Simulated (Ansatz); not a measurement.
# C6H10BClO2: how energies converge with the basis set

One table from this session's results is given with a row withheld; the runs are named, their logs left out.

Program: Ansatz 0.2.0, Gaussian basis. Level of theory: one geometry, several basis sets. These are calculated values, not measurements.

The runs, in order: PBE0-D4/def2-SVP; ωB97M-V/def2-SVP; PBE0-D4/def2-QZVPP; ωB97M-V/def2-QZVPP; the functionals' def2-TZVPP values are taken from earlier runs.

### Structure used throughout

All runs share one geometry, relaxed beforehand with PBE0-D4 in a triple-zeta def2 set.

20 atoms, charge 0, spin multiplicity 1.

Atoms are counted from 1 here; the program's logs count them from 0.

Bond lengths: C1–C2 1.484 Å, C1–H11 1.094 Å, C1–H12 1.088 Å, C1–H13 1.092 Å, C2–C3 1.388 Å, C2–O10 1.280 Å, C3–C4 1.388 Å, C3–H14 1.079 Å, C4–C5 1.484 Å, C4–O6 1.280 Å, C5–H15 1.088 Å, C5–H16 1.094 Å, C5–H17 1.092 Å, O6–B7 1.509 Å, B7–C8 1.577 Å, B7–Cl9 1.871 Å, B7–O10 1.509 Å, C8–H18 1.092 Å and more. Angles: C2–C1–H11 108.4°, C2–C1–H12 112.1°, C2–C1–H13 109.6°, H11–C1–H12 109.4°, H11–C1–H13 107.1°, H12–C1–H13 110.1°, C1–C2–C3 122.7°, C1–C2–O10 115.5°, C3–C2–O10 121.8°, C2–C3–C4 118.3°, C2–C3–H14 120.6°, C4–C3–H14 120.6°, C3–C4–C5 122.7°, C3–C4–O6 121.8°, C5–C4–O6 115.5°, C4–C5–H15 112.1°, C4–C5–H16 108.4°, C4–C5–H17 109.5° and more.

The first run:

in.yaml

```yaml
crystal:
  periodic: [false, false, false]
  atoms:
    - {symbol: C, position_ang: [1.378663, -2.149536, -1.236901]}
    - {symbol: C, position_ang: [0.651796, -0.998515, -0.647119]}
    - {symbol: C, position_ang: [-0.664400, -0.697406, -0.969336]}
    - {symbol: C, position_ang: [-1.317684, 0.275186, -0.224924]}
    - {symbol: C, position_ang: [-2.773100, 0.535713, -0.347131]}
    - {symbol: O, position_ang: [-0.701412, 0.989982, 0.640114]}
    - {symbol: B, position_ang: [0.806750, 1.033466, 0.671421]}
    - {symbol: C, position_ang: [1.337440, 1.375328, 2.116363]}
    - {symbol: Cl, position_ang: [1.322167, 2.264444, -0.639508]}
    - {symbol: O, position_ang: [1.310872, -0.311664, 0.208966]}
    - {symbol: H, position_ang: [2.194994, -1.763660, -1.854310]}
    - {symbol: H, position_ang: [0.729340, -2.775379, -1.845744]}
    - {symbol: H, position_ang: [1.831901, -2.742537, -0.440051]}
    - {symbol: H, position_ang: [-1.204813, -1.295258, -1.686648]}
    - {symbol: H, position_ang: [-3.266545, -0.190630, -0.989717]}
    - {symbol: H, position_ang: [-2.911628, 1.539335, -0.759450]}
    - {symbol: H, position_ang: [-3.229664, 0.530589, 0.644610]}
    - {symbol: H, position_ang: [2.429048, 1.409093, 2.132181]}
    - {symbol: H, position_ang: [1.012044, 0.629542, 2.849149]}
    - {symbol: H, position_ang: [0.972533, 2.351207, 2.444234]}
basis:
  gaussian: {orbitals: def2-SVP}
hamiltonian: {xc: pbe0, dispersion: d4}
output: {orbitals: {seedname: orbitals}}
```

Launch:

```sh
> ansatz run in.yaml --threads 4 --pin off --events-out ev --progress --plain --max-ram 46080MiB --backend cpu
```

Steps of the session up to this table: PBE0-D4 in def2-SVP; ωB97M-V in def2-SVP; PBE0-D4 in def2-QZVPP; ωB97M-V in def2-QZVPP.

One of the session's tables, all rows but one given; the rest of the session is left out.

It belongs to the step «Density functionals: the series». 

| functional | basis | HOMO (eV) | LUMO (eV) |
| --- | --- | --- | --- |
| PBE0-D4 | def2-SVP | -7.24 | -2.16 |
| PBE0-D4 | def2-TZVPP | -7.42 | -2.23 |
| PBE0-D4 | def2-QZVPP | ? | ? |
| ωB97M-V | def2-SVP | -9.43 | -0.03 |
| ωB97M-V | def2-TZVPP | -9.60 | -0.13 |
| ωB97M-V | def2-QZVPP | -9.63 | -0.17 |

Estimate the missing values for PBE0-D4, def2-QZVPP.

The run gave: HOMO (eV): -7.45; LUMO (eV): -2.26. In the column «HOMO (eV)» it lies between ωB97M-V, def2-SVP (-9.43) and PBE0-D4, def2-TZVPP (-7.42).
